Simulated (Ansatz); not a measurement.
# AlClH5NOSi: molecular dynamics

The plan is to follow the molecule's vibrations and see whether its bonds hold. The start is relaxed first. Runs: 362 steps of 0.5 fs at constant energy (fourth-order Milne integrator), with velocities drawn for 500 K.

Program: Ansatz 0.2.0. Level of theory: RKS B3LYP/6-31G. These are calculated values, not measurements.

## (1) The structure to begin with

Bond lengths: Al1–N2 1.920 Å, N2–H3 1.060 Å, N2–H4 1.060 Å, Al1–Cl5 2.230 Å, Al1–O6 1.780 Å, O6–Si7 1.680 Å, Si7–H8 1.460 Å, Si7–H9 1.460 Å, Si7–H10 1.460 Å. Angles: Al1–N2–H3 120.0°, Al1–N2–H4 120.0°, H3–N2–H4 120.0°, N2–Al1–Cl5 120.0°, N2–Al1–O6 120.0°, Cl5–Al1–O6 120.0°, Al1–O6–Si7 125.0°, O6–Si7–H8 109.5°, O6–Si7–H9 109.5°, O6–Si7–H10 109.5°, H8–Si7–H9 109.4°, H8–Si7–H10 109.4°, H9–Si7–H10 109.4°.

As a file:

```xyz
10

Al    0.0000    0.0000    0.0000
N     0.0000    0.0000    1.9200
H    -0.8770   -0.2713    2.4500
H     0.8770    0.2713    2.4500
Cl    1.9312    0.0000   -1.1150
O    -1.5415    0.0000   -0.8900
Si   -2.6907   -1.2238   -0.8267
H    -2.2881   -2.2198    0.1620
H    -3.9833   -0.6595   -0.4496
H    -2.8007   -1.8572   -2.1376
```

## (2) Relaxing the start

Contents of input.yaml:

```yaml
crystal:
  periodic: [false, false, false]
  atoms:
    - { symbol: Al, position_ang: [0.0, 0.0, 0.0] }
    - { symbol: "N", position_ang: [0.0, 0.0, 1.92] }
    - { symbol: H, position_ang: [-0.877, -0.2713, 2.45] }
    - { symbol: H, position_ang: [0.877, 0.2713, 2.45] }
    - { symbol: Cl, position_ang: [1.9312, 0.0, -1.115] }
    - { symbol: O, position_ang: [-1.5415, 0.0, -0.89] }
    - { symbol: Si, position_ang: [-2.6907, -1.2238, -0.8267] }
    - { symbol: H, position_ang: [-2.2881, -2.2198, 0.162] }
    - { symbol: H, position_ang: [-3.9833, -0.6595, -0.4496] }
    - { symbol: H, position_ang: [-2.8007, -1.8572, -2.1376] }
basis:
  gaussian: { orbitals: "6-31G" }
hamiltonian:
  xc: b3lyp
relax:
  f_tol: 0.02
  max_steps: 40
```

Run with:

```console
$ ansatz run input.yaml --threads 1 --pin off --max-ram 2048MiB --backend cpu --events-out ev --progress --plain --runs-dir out
```

Log (excerpt; [...] marks lines left out):

```text
Warning: RAYON_NUM_THREADS=1 ignored (pool sized by the plan → 1); use --threads N
[...]
Functional definition: B3LYP
[...]
847 factors; integrals over basis functions are off by at most 1.7e-4 eV
[...]
mean field -30617.18603943 eV, -1125.1608338751 hartree, gradient 4.6e-5 eV, S^2 0.000000; 0 other end points of the search recorded, 0 dependent functions left out
[...]
reference -30617.18633495 eV, -1125.1608447350 hartree; 32, 32 occupied and 35, 35 virtual orbitals, 847 factors
relax step   1: F+E_penalty+E_count = -30617.18603943 eV  Δ(F+E_penalty+E_count) = +0.000e0 eV  max|allowed force component| = 2.299e0 eV/Å  Δτ_max = 0.0000 Å  (26 SCF iters, accepted)
[...]
relax step   4: F+E_penalty+E_count = -30617.93488251 eV  Δ(F+E_penalty+E_count) = -9.482e-2 eV  max|allowed force component| = 5.424e-1 eV/Å  Δτ_max = 0.1962 Å  (30 SCF iters, accepted)
[...]
relax step   7: F+E_penalty+E_count = -30618.07480498 eV  Δ(F+E_penalty+E_count) = -2.607e-2 eV  max|allowed force component| = 1.130e-1 eV/Å  Δτ_max = 0.2000 Å  (28 SCF iters, accepted)
[...]
relax step  10: F+E_penalty+E_count = -30618.08156365 eV  Δ(F+E_penalty+E_count) = -1.214e-3 eV  max|allowed force component| = 2.538e-2 eV/Å  Δτ_max = 0.0385 Å  (30 SCF iters, accepted)
[...]
relax step  11: F+E_penalty+E_count = -30618.08170372 eV  Δ(F+E_penalty+E_count) = -1.401e-4 eV  max|allowed force component| = 2.387e-2 eV/Å  Δτ_max = 0.0236 Å  (23 SCF iters, accepted)
[...]
relax step  12: F+E_penalty+E_count = -30618.08171211 eV  Δ(F+E_penalty+E_count) = -8.386e-6 eV  max|allowed force component| = 1.962e-2 eV/Å  Δτ_max = 0.0058 Å  (23 SCF iters, accepted)
847 factors; integrals over basis functions are off by at most 1.7e-4 eV
[...]
mean field -30618.08171211 eV, -1125.1937492388 hartree, gradient 1.9e-5 eV, S^2 0.000000; 1 other end points of the search recorded, 0 dependent functions left out
[...]
reference -30618.08201259 eV, -1125.1937602815 hartree; 32, 32 occupied and 35, 35 virtual orbitals, 847 factors
Total energy: -30618.08201259 eV, -1125.1937602815 hartree
Atom 0 at     0.001610    -0.143419     0.311179 Å, force    -0.005497     0.019615     0.006845 eV/Å
Atom 1 at     0.323161     0.242993     2.014780 Å, force    -0.008058    -0.011478    -0.000425 eV/Å
Atom 2 at    -0.345004     0.105804     2.761180 Å, force     0.002861    -0.000948    -0.001280 eV/Å
Atom 3 at     1.197821     0.624327     2.348447 Å, force     0.004828     0.004204    -0.002287 eV/Å
Atom 4 at     1.623927     0.268278    -1.110487 Å, force     0.004267    -0.005216    -0.001597 eV/Å
Atom 5 at    -1.460950    -0.783995    -0.253454 Å, force     0.005290    -0.005033    -0.001949 eV/Å
Atom 6 at    -2.861524    -1.424251    -0.969394 Å, force    -0.009420     0.000261     0.012006 eV/Å
Atom 7 at    -3.194343    -2.744223    -0.332543 Å, force     0.001276     0.000386    -0.001947 eV/Å
Atom 8 at    -4.010271    -0.476902    -0.764841 Å, force     0.003380    -0.001737    -0.003099 eV/Å
Atom 9 at    -2.647528    -1.628911    -2.441765 Å, force     0.001073    -0.000055    -0.006268 eV/Å
Dipole moment:    -0.430895    -0.089426     0.528374 e Å
```

It took 69 s on 1 thread of Arm Neoverse V2, shared host; peak memory 0.19 GiB.

The steps of the relaxation:

```tsv
step	energy from step 1 (eV)	largest force component (eV/Å)
1	0.0000	2.2990
2	-0.4925	1.4020
3	-0.6540	0.8178
4	-0.7488	0.5424
5	-0.7897	0.7833
6	-0.8627	0.1551
7	-0.8888	0.1130
8x	-0.8863	0.3914
9	-0.8943	0.0484
10	-0.8955	0.0254
11	-0.8957	0.0239
12	-0.8957	0.0196
```

Step 1 is the start. 1 step was tried and not accepted (8; marked x where the table lists them).

After: Bond lengths: Al1–N2 1.776 Å, N2–H3 1.011 Å, N2–H4 1.011 Å, Al1–Cl5 2.196 Å, Al1–O6 1.694 Å, O6–Si7 1.698 Å, Si7–H8 1.503 Å, Si7–H9 1.503 Å, Si7–H10 1.502 Å. Angles: Al1–N2–H3 124.0°, Al1–N2–H4 123.7°, H3–N2–H4 112.3°, N2–Al1–Cl5 116.5°, N2–Al1–O6 123.9°, Cl5–Al1–O6 119.5°, Al1–O6–Si7 174.5°, O6–Si7–H8 109.6°, O6–Si7–H9 109.6°, O6–Si7–H10 110.3°, H8–Si7–H9 109.1°, H8–Si7–H10 109.1°, H9–Si7–H10 109.2°.

## (3) Dynamics

362 steps of 0.5 fs at constant energy (fourth-order milne integrator), with velocities drawn for 500 K, from the relaxed start.

Contents of input.yaml:

```yaml
crystal:
  periodic: [false, false, false]
  atoms:
    - { symbol: Al, position_ang: [0.00161, -0.143419, 0.311179] }
    - { symbol: "N", position_ang: [0.323161, 0.242993, 2.01478] }
    - { symbol: H, position_ang: [-0.345004, 0.105804, 2.76118] }
    - { symbol: H, position_ang: [1.197821, 0.624327, 2.348447] }
    - { symbol: Cl, position_ang: [1.623927, 0.268278, -1.110487] }
    - { symbol: O, position_ang: [-1.46095, -0.783995, -0.253454] }
    - { symbol: Si, position_ang: [-2.861524, -1.424251, -0.969394] }
    - { symbol: H, position_ang: [-3.194343, -2.744223, -0.332543] }
    - { symbol: H, position_ang: [-4.010271, -0.476902, -0.764841] }
    - { symbol: H, position_ang: [-2.647528, -1.628911, -2.441765] }
basis:
  gaussian: { orbitals: "6-31G" }
hamiltonian:
  xc: b3lyp
md:
  timestep: 0.5
  n_steps: 362
  ensemble: nve_milne
  temperature: 500.0
  initial_velocities: maxwell_boltzmann
  seed: 790792
```

Run with:

```console
$ ansatz run input.yaml --threads 1 --pin off --max-ram 2048MiB --backend cpu --events-out ev --progress --plain --runs-dir out
```

Log (excerpt; [...] marks lines left out):

```text
Warning: RAYON_NUM_THREADS=1 ignored (pool sized by the plan → 1); use --threads N
[...]
[... 1 set-up line as earlier in the session ...]
[...]
847 factors; integrals over basis functions are off by at most 1.7e-4 eV
[...]
mean field -30618.08172626 eV, -1125.1937497589 hartree, gradient 4.1e-5 eV, S^2 0.000000; 0 other end points of the search recorded, 0 dependent functions left out
[...]
reference -30618.08202615 eV, -1125.1937607797 hartree; 32, 32 occupied and 35, 35 virtual orbitals, 847 factors
md step     0: t =     0.00 fs  T =   500.0 K  F+E_penalty+E_count = -30618.08172626 eV  E_kin = 0.517040 eV  conserved = -30617.56468626 eV  (26 SCF iters)
[...]
md step    20: t =    10.00 fs  T =   196.7 K  F+E_penalty+E_count = -30617.76809438 eV  E_kin = 0.203399 eV  conserved = -30617.56469582 eV  (31 SCF iters)
[...]
md step    40: t =    20.00 fs  T =   246.9 K  F+E_penalty+E_count = -30617.81997976 eV  E_kin = 0.255279 eV  conserved = -30617.56470048 eV  (31 SCF iters)
[...]
md step    60: t =    30.00 fs  T =   244.5 K  F+E_penalty+E_count = -30617.81754702 eV  E_kin = 0.252837 eV  conserved = -30617.56471017 eV  (23 SCF iters)
[...]
md step    79: t =    39.50 fs  T =   153.6 K  F+E_penalty+E_count = -30617.72351646 eV  E_kin = 0.158806 eV  conserved = -30617.56471092 eV  (23 SCF iters)
md step    80: t =    40.00 fs  T =   163.9 K  F+E_penalty+E_count = -30617.73416388 eV  E_kin = 0.169454 eV  conserved = -30617.56470980 eV  (24 SCF iters)
```

## (4) More of the same log: dynamics from the start

Output, continued (excerpt; [...] marks lines left out):

```text
md step    81: t =    40.50 fs  T =   182.1 K  F+E_penalty+E_count = -30617.75297523 eV  E_kin = 0.188264 eV  conserved = -30617.56471147 eV  (23 SCF iters)
[...]
md step   107: t =    53.50 fs  T =   267.6 K  F+E_penalty+E_count = -30617.84142779 eV  E_kin = 0.276679 eV  conserved = -30617.56474833 eV  (25 SCF iters)
[...]
md step   133: t =    66.50 fs  T =   258.1 K  F+E_penalty+E_count = -30617.83160726 eV  E_kin = 0.266900 eV  conserved = -30617.56470762 eV  (24 SCF iters)
[...]
md step   159: t =    79.50 fs  T =   221.8 K  F+E_penalty+E_count = -30617.79404121 eV  E_kin = 0.229314 eV  conserved = -30617.56472678 eV  (32 SCF iters)
[...]
md step   183: t =    91.50 fs  T =   333.1 K  F+E_penalty+E_count = -30617.90917138 eV  E_kin = 0.344437 eV  conserved = -30617.56473463 eV  (31 SCF iters)
md step   184: t =    92.00 fs  T =   336.5 K  F+E_penalty+E_count = -30617.91272807 eV  E_kin = 0.347990 eV  conserved = -30617.56473800 eV  (31 SCF iters)
```

## (5) More of the same log: dynamics from the start

The log, continued (excerpt; [...] marks lines left out):

```text
md step   185: t =    92.50 fs  T =   342.2 K  F+E_penalty+E_count = -30617.91863541 eV  E_kin = 0.353895 eV  conserved = -30617.56474062 eV  (30 SCF iters)
[...]
md step   206: t =   103.00 fs  T =   212.5 K  F+E_penalty+E_count = -30617.78446788 eV  E_kin = 0.219750 eV  conserved = -30617.56471789 eV  (30 SCF iters)
[...]
md step   227: t =   113.50 fs  T =   224.9 K  F+E_penalty+E_count = -30617.79731947 eV  E_kin = 0.232610 eV  conserved = -30617.56470979 eV  (30 SCF iters)
[...]
md step   248: t =   124.00 fs  T =   301.7 K  F+E_penalty+E_count = -30617.87670659 eV  E_kin = 0.311992 eV  conserved = -30617.56471426 eV  (24 SCF iters)
[...]
md step   361: t =   180.50 fs  T =   288.5 K  F+E_penalty+E_count = -30617.86305475 eV  E_kin = 0.298343 eV  conserved = -30617.56471127 eV  (24 SCF iters)
[...]
Atom 0 at    -0.050510    -0.051358     0.343345 Å, force     1.218259     0.184319     0.689029 eV/Å
Atom 1 at     0.317742     0.362820     2.048043 Å, force     0.819269     0.220497     0.437622 eV/Å
Atom 2 at    -0.237618     0.070624     2.856918 Å, force     0.204681     0.268360    -0.464363 eV/Å
Atom 3 at     1.217898     0.801226     2.339471 Å, force    -1.135565    -0.496548    -0.369276 eV/Å
Atom 4 at     1.572344     0.131982    -1.126410 Å, force     0.072229     0.196487     0.024006 eV/Å
Atom 5 at    -1.399292    -0.825427    -0.229901 Å, force    -1.242109     0.129458     0.169895 eV/Å
Atom 6 at    -2.794521    -1.386468    -1.003628 Å, force     0.024464    -0.232887    -0.532600 eV/Å
Atom 7 at    -2.187616    -2.331581    -1.985688 Å, force    -0.368588    -0.247343    -0.263446 eV/Å
Atom 8 at    -3.772258    -2.086602    -0.100082 Å, force     0.161802     0.025056     0.136526 eV/Å
Atom 9 at    -3.580707    -0.304678    -1.723405 Å, force     0.245558    -0.047399     0.172606 eV/Å
Dipole moment:    -0.489815     0.041361     0.573098 e Å
```

It took 27 min on 1 thread of Arm Neoverse V2, shared host; peak memory 0.15 GiB.

## (6) What the atoms did

One step in 14; energies are changes from step 0:

```tsv
time (fs)	T (K)	potential energy change (meV/atom)	total energy change (meV/atom)
0.0	500	0.0	0.00
7.0	238	27.1	-0.01
14.0	199	31.1	0.00
21.0	239	27.0	0.00
28.0	311	19.5	0.00
35.0	167	34.4	-0.01
42.0	238	27.1	0.00
49.0	278	22.9	0.00
56.0	283	22.5	0.00
63.0	246	26.3	-0.01
70.0	309	19.7	0.00
77.0	261	24.7	0.00
84.0	193	31.7	0.00
91.0	331	17.5	0.00
98.0	286	22.1	0.00
105.0	156	35.6	0.00
112.0	186	32.4	0.00
119.0	359	14.6	-0.01
126.0	301	20.5	0.00
133.0	184	32.7	0.00
140.0	305	20.2	0.00
147.0	275	23.3	-0.01
154.0	269	23.9	0.00
161.0	221	28.8	0.00
168.0	226	28.3	0.00
175.0	194	31.6	-0.01
181.0	308	19.9	0.00
```

time (fs), T (K) and a bar:
```
      0.0        500 ##############################
      8.0        225 ########
     15.5        184 #####
     23.5        313 ###############
     31.5        247 ##########
     39.5        154 ###
     47.0        305 ###############
     55.0        291 ##############
     63.0        246 ##########
     71.0        310 ###############
     78.5        238 #########
     86.5        218 ########
     94.5        342 ##################
    102.5        215 ########
    110.0        118 
    118.0        374 ####################
    126.0        301 ##############
    134.0        195 ######
    141.5        284 #############
    149.5        308 ###############
    157.5        245 ##########
    165.5        207 #######
    173.0        208 #######
    181.0        308 ###############
```

Maxima of the velocity power spectrum (cm⁻¹, relative height; resolution about 370 cm⁻¹): 280 (47), 650 (100), 3640 (25).

## (7) Snapshots as a file

Extended XYZ, with forces in eV/Å:

```xyz
10
time_fs=22.5 T=286 dE=0.2208
Al   -0.011   -0.021    0.287   -1.524   -1.350    0.619
N     0.390    0.213    2.006   -0.635    0.378    1.002
H    -0.331    0.231    2.758    0.922   -0.121   -0.833
H     1.324    0.426    2.364   -0.504   -0.058   -0.224
Cl    1.583    0.223   -1.075    0.933    0.285   -0.903
O    -1.443   -0.852   -0.254    1.185    0.886    0.546
Si   -2.847   -1.430   -0.986   -0.543   -0.145    0.133
H    -3.194   -2.848   -0.568    0.232    0.182   -0.069
H    -4.000   -0.571   -0.489    0.127   -0.094   -0.332
H    -2.658   -1.389   -2.481   -0.192    0.038    0.061
10
time_fs=45.0 T=274 dE=0.2332
Al   -0.103   -0.042    0.359    1.364   -0.196   -1.058
N     0.389    0.250    2.015    0.409    0.091   -0.979
H    -0.099    0.038    2.835   -0.939   -0.224    1.362
H     1.339    0.498    2.187    0.666    0.345    0.253
Cl    1.626    0.210   -1.123   -0.703    0.064    0.572
O    -1.447   -0.826   -0.246   -0.299    0.439    0.178
Si   -2.824   -1.423   -0.993   -0.338   -0.239   -0.636
H    -2.804   -2.894   -0.741   -0.275   -0.136    0.018
H    -4.072   -0.735   -0.531   -0.046   -0.075    0.315
H    -2.812   -1.157   -2.473    0.161   -0.069   -0.024
10
time_fs=68.0 T=272 dE=0.2357
Al   -0.001   -0.110    0.337    0.204    0.263    1.210
N     0.420    0.301    2.080   -0.703    0.324    0.028
H    -0.259    0.123    2.855    0.949    0.226   -0.935
H     1.184    0.944    2.367   -0.727   -0.857   -0.340
Cl    1.602    0.208   -1.119    0.086    0.037   -0.099
O    -1.504   -0.701   -0.201   -0.890   -0.949   -0.618
Si   -2.858   -1.463   -1.040    0.640    0.519    0.846
H    -2.901   -2.988   -1.021    0.375    0.346    0.073
H    -4.106   -1.038   -0.298    0.132    0.074   -0.229
H    -2.839   -1.004   -2.471   -0.066    0.017    0.065
10
time_fs=90.5 T=327 dE=0.1789
Al    0.026   -0.193    0.363   -0.966    0.160   -1.128
N     0.336    0.356    1.984    0.591   -0.284   -0.349
H    -0.261    0.196    2.747   -0.944   -0.051    1.128
H     1.246    0.640    2.262    0.740    0.439    0.346
Cl    1.580    0.213   -1.120    0.171   -0.099   -0.088
O    -1.528   -0.671   -0.172   -0.108   -0.068   -0.070
Si   -2.816   -1.422   -1.023    0.651   -0.252    0.025
H    -2.393   -2.858   -1.110   -0.192   -0.175   -0.097
H    -4.143   -1.357   -0.330    0.055    0.194    0.144
H    -2.959   -0.892   -2.423    0.000    0.135    0.089
10
time_fs=113.0 T=218 dE=0.2920
Al   -0.021   -0.203    0.344    0.486    0.706    0.214
N     0.323    0.336    2.009   -0.277    0.638    0.501
H    -0.434    0.594    2.666    0.784   -0.453   -0.471
H     1.239    0.680    2.315   -0.541   -0.278   -0.111
Cl    1.580    0.203   -1.135   -0.134   -0.229    0.127
O    -1.552   -0.686   -0.165    2.097    0.335    0.913
Si   -2.745   -1.413   -1.006   -2.341   -0.306   -0.890
H    -2.474   -2.839   -1.454    0.021    0.254    0.175
H    -3.934   -1.281   -0.084   -0.095   -0.456   -0.186
H    -3.059   -0.528   -2.176    0.001   -0.210   -0.272
10
time_fs=136.0 T=251 dE=0.2572
Al    0.057   -0.084    0.359   -2.085   -0.730   -0.059
N     0.322    0.367    2.061    0.199   -0.386   -0.525
H    -0.376    0.187    2.757   -0.383    0.049    0.350
H     1.215    0.580    2.465    0.280    0.261    0.096
Cl    1.575    0.168   -1.142    0.478    0.110   -0.342
O    -1.494   -0.772   -0.142    0.269    0.601    0.045
Si   -2.844   -1.415   -1.048    1.530   -0.321    0.143
H    -2.294   -2.693   -1.605   -0.093   -0.137   -0.210
H    -4.007   -1.861   -0.217   -0.096    0.409    0.210
H    -3.230   -0.554   -2.225   -0.099    0.145    0.292
10
time_fs=158.5 T=270 dE=0.2380
Al   -0.073   -0.043    0.379    1.991    0.206    0.075
N     0.332    0.325    2.083   -0.116    0.373   -0.322
H    -0.261    0.104    2.872   -0.026   -0.044   -0.031
H     1.103    0.930    2.345    0.031   -0.192    0.000
Cl    1.606    0.141   -1.169   -0.649    0.103    0.663
O    -1.442   -0.789   -0.170   -1.243   -0.917   -0.908
Si   -2.785   -1.419   -1.039   -0.355    0.610    0.756
H    -2.596   -2.588   -1.976    0.322    0.114    0.246
H    -3.794   -1.737    0.040    0.056   -0.262   -0.214
H    -3.364   -0.266   -1.796   -0.009    0.009   -0.265
10
time_fs=181.0 T=308 dE=0.1987
Al   -0.051   -0.051    0.343    1.218    0.184    0.689
N     0.318    0.363    2.048    0.819    0.221    0.438
H    -0.238    0.071    2.857    0.205    0.268   -0.464
H     1.218    0.801    2.340   -1.136   -0.496   -0.369
Cl    1.572    0.132   -1.126    0.072    0.197    0.024
O    -1.399   -0.825   -0.230   -1.242    0.130    0.170
Si   -2.795   -1.387   -1.004    0.025   -0.233   -0.533
H    -2.188   -2.332   -1.986   -0.369   -0.247   -0.263
H    -3.772   -2.087   -0.100    0.162    0.025    0.137
H    -3.581   -0.305   -1.723    0.246   -0.047    0.173
```

## (8) Results

| quantity | value |
| --- | --- |
| relaxation of the start | 10 moves, 0.896 eV lower |
| length | 362 steps of 0.5 fs |
| temperature, first and last step | 500 and 308 K |
| temperature, second half | mean 254 K, from 118 to 387 K |
| potential energy, second half | +25 meV/atom from the start |
| largest change of the total energy | 0.03 meV/atom |
| bonds formed or broken | 0 |

The temperature starts at 500 K and averages 254 K in the second half, where it ranges from 118 to 387 K. About half is expected from a start at a minimum: kinetic energy passes into potential energy until both shares match. The total energy strays from its start by at most 0.03 meV/atom, 0.1 % of the mean kinetic energy, so a step of 0.5 fs is short enough over this time. No bond forms or breaks. A run of 181 fs with 10 atoms shows the motion but fixes no equilibrium value. The nuclei move classically, without zero-point motion, which matters most for hydrogen. The basis is very small, so the numbers are rough.
